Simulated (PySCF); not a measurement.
# Cl4Fe ([FeCl4]2-): the cost of one run

Computed with PySCF 2.14.0 and routines of our own; the level stands in each step. Atoms count from 0.

### 1 The starting structure

5 atoms, charge -2, states of the metal's open shell are computed; geometry from: model geometry, bond lengths from ionic radii.

### 2 Ligand-field states: state-averaged CASSCF in water

Job settings and geometry (Å):

```
{"job": {"kind": "lf", "basis": {"metal": "x2c-TZVPall", "ligand": "x2c-SVPall"}, "nevpt": true, "solvent": "water"}, "charge": -2, "metal": "Fe", "open_shell": "d6"}
Fe     0.000000     0.000000     0.000000
Cl     1.368320     1.368320     1.368320
Cl    -1.368320    -1.368320     1.368320
Cl    -1.368320     1.368320    -1.368320
Cl     1.368320    -1.368320    -1.368320
```

Level: state-averaged CASSCF of the metal d shell, SC-NEVPT2 on the averaged canonical orbitals, state-interaction spin-orbit coupling.

On the command line:

```
> OMP_NUM_THREADS=1 python lf_run.py task.json out
```

This one command runs all jobs of the session in turn.

**Question.** How long does this first job take on 1 thread of Arm Neoverse V1, shared host, and how much memory does it need?

About 12 s, with a peak of 0.33 GiB.
